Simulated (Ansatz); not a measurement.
# Ge₂P (doublet): wave-function methods side by side at a displaced geometry (v1), cc-pVDZ

An exercise on one series of results from a longer session: the logs are not shown, and one member is left open.

Computed with Ansatz 0.2.0, Gaussian basis. Level: cc-pVDZ, core rule «outside noble gas», up to 33 orbitals frozen.

The runs, in order: UHF; CCSD(T) on ROHF; CCSD(T) on UHF; BCCD(T) on ROHF; CISD as a restricted active space (open shells left free, so some higher excitations enter); CCSDT(Q) on ROHF; CCSDT(Q) on UHF.

23 further runs of the same task are left out: 4 for a known fault of the program, 12 that didn't finish, 7 set aside as unsound or not needed. Runs told in other sessions of the task aren't counted.

## The geometry

The geometry is a PBE0/def2-TZVP stationary point (not a proven minimum) with its atoms shifted at random (size 0.040 Å). No spin-orbit coupling is included. The filled d shell of Ge may be among the frozen orbitals whatever the setting's name suggests.

3 atoms, charge 0, spin multiplicity 2.

Atoms are counted from 1 here; the program's logs count them from 0.

Bond lengths: Ge1–P2 2.175 Å, P2–Ge3 2.181 Å. Angles: Ge1–P2–Ge3 120.3°.

Set-up of the first run:

in.yaml reads:

```yaml
crystal:
  periodic: [false, false, false]
  atoms:
    - {symbol: Ge, position_ang: [-0.019278, -0.212020, 1.885920]}
    - {symbol: P, position_ang: [-0.020111, 0.893226, 0.012966]}
    - {symbol: Ge, position_ang: [0.027853, -0.168853, -1.891448]}
basis:
  gaussian: {orbitals: cc-pVDZ}
magnetization: {spin_polarized: true, initial_magnetization: 1}
hamiltonian: {xc: hf}
output: {orbitals: {seedname: orbitals}}
```

The run is started by

```
$ ansatz run in.yaml --threads 1 --pin off --events-out ev --progress --plain --max-ram 2393MiB
```

Among the steps run: UHF; CCSD(T) on ROHF; CCSD(T) on UHF; BCCD(T) on ROHF; CISD as a restricted active space (open shells left free, so some higher excitations enter); CCSDT(Q) on ROHF; CCSDT(Q) on UHF.

One of the session's tables, all rows but one given; the rest of the session is left out.

```
   method  from RCCSDT(Q) (kcal/mol)
     ROHF                    +195.05
      UHF                          ?
     RMP2                     +31.15
     UMP2                     +39.41
     CISD                     +38.09
    RCCSD                     +13.44
    UCCSD                     +12.60
 RCCSD(T)                      +2.15
 UCCSD(T)                      +2.58
  BCCD(T)                      +2.20
   RCCSDT                      +1.27
   UCCSDT                      +1.01
RCCSDT(Q)                          0
UCCSDT(Q)                      -0.31
```

Q: Estimate the row for UHF from the others.

**Answer.** from RCCSDT(Q) (kcal/mol): +182.99. In the column «from RCCSDT(Q) (kcal/mol)» it lies between UMP2 (+39.41) and ROHF (+195.05).

The ROHF row is the lowest such solution found; the determinant under the restricted MP2 and coupled-cluster rows lies 0.02 eV higher.

Caveats from the session: Warnings: spin contamination; coupled cluster took another determinant than the lowest. Restricted and unrestricted rows rest on different reference determinants; a gap between their highest levels can come from leftover correlation error, from unlike frozen cores or from another state.
